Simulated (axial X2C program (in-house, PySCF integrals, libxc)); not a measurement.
# All-electron X2C curves of GeF⁺

What are the state, bond length, wavenumber and bond energy of GeF⁺, and what does spin–orbit coupling change?

Program: an in-house X2C program for linear molecules on PySCF integrals. Level of theory: all-electron X2C, Ge dyall-cv3z, F dyall-av3z. These are calculated values, not measurements.

**1. The job**

The input, task.json:

```json
{
 "zs": [
  32,
  9
 ],
 "q": 1,
 "bas": [
  "dyall-cv3z",
  "dyall-av3z"
 ],
 "levels": [
  "PBE0",
  "HF",
  "M06"
 ],
 "cc": true,
 "r0": 1.85,
 "thr": -1.0,
 "nmax": 90,
 "npts": 10,
 "nst": 2,
 "ntry": 6
}
```

Keys: zs atomic numbers; q charge; bas basis sets; levels methods (HF also brings MP2); cc coupled cluster on or off; r0 starting distance in Å; thr threshold in hartree for freezing inner shells (an s shell follows its p shell); nmax most natural virtual spinors; npts points asked for on the curve; nst determinants followed; ntry starts of the search.

Run with:

```console
$ python so2c.py task.json out
```

Spin-free means the one-electron spin-free X2C Hamiltonian; two-component (2c) means X2C with spin–orbit coupling and atomic mean-field two-electron Coulomb and Gaunt terms. Basis: Ge dyall-cv3z contracted to [9s9p7d4f1g], F dyall-av3z contracted to [7s6p3d2f]; Gaussian nuclei, density fitting. Masses: Ge 73.921 u, F 18.998 u.

Notation: σ, π±, δ± give the projection m of an orbital's angular momentum (0, ±1, ±2), α and β its spin, Λ and M_S the sums; ω is the projection of a spinor's total angular momentum and Ω the sum. Logs are in hartree.

After this run come: PBE0, spin-free; HF, spin-free; M06, spin-free; Correlated methods, spin-free; PBE0, 2c; HF, 2c; M06, 2c; MP2 and beyond, 2c.

Before running it: what results should come out? Wanted: for each run, Hamiltonian; Re; ωe; De; μ.

The runs gave:

Lowest determinant that the search found at its distance, spin-free: M_S = 0, Λ = 0 (closed shell).

Lowest determinant that the search found at its distance, 2c: Ω = 0 (closed shell).

| Hamiltonian | level | Re (Å) | ωe (cm⁻¹) | De (eV) | μ (D) |
| --- | --- | --- | --- | --- | --- |
| spin-free | PBE0 | 1.672 | 805 | 5.64 | -2.78 |
| spin-free | HF | 1.647 | 863 | 3.70 | -2.96 |
| spin-free | MP2 | 1.678 | 805 | 6.03 | n/a |
| spin-free | CCSD | 1.670 | 821 | 5.51 | n/a |
| spin-free | CCSD(T) | 1.677 | 805 | 5.69 | n/a |
| spin-free | M06 | 1.675 | 798 | 5.77 | -3.01 |
| 2c | PBE0 | 1.672 | 805 | 5.61 | -2.78 |
| 2c | HF | 1.647 | 863 | 3.53 | -2.97 |
| 2c | MP2 | 1.679 | 804 | 5.90 | n/a |
| 2c | CCSD | 1.671 | 820 | 5.38 | n/a |
| 2c | CCSD(T) | 1.677 | 805 | 5.55 | n/a |
| 2c | M06 | 1.675 | 798 | 5.54 | -3.01 |

Dipoles are positive if F is the positive end and refer to the centre of mass.

**Reading.** At CCSD(T), going from spin-free to two-component changes Re by 0 mÅ, ωe by 0.0 %; the spin-free picture holds up (part of it comes from the scalar share of the two-electron terms). De moves by -0.14 eV; both De rest on single-determinant atoms, which can miss part of an open shell's spin–orbit lowering.

De refers to Ge+ + F, each in the lowest determinant found, which need not be this curve's own limit. Each curve is one determinant whose occupation by symmetry is held fixed; it was picked as the lowest of a PBE0 search that is not exhaustive. Closed shells are restricted here (equal orbitals for both partners), which fails at long range if the bond breaks into open shells. Dissociation energies refer to the lowest single-determinant-based atoms at the same level and basis. Coupled cluster ran in a truncated set of natural virtual spinors; the MP2 energy of the rest was added. The meta-GGAs lack a current-density term, which matters for open shells with orbital currents, atoms included. With the outer-core shells frozen, correlated bond lengths of heavy atoms tend to come out a few hundredths of an ångström too long.
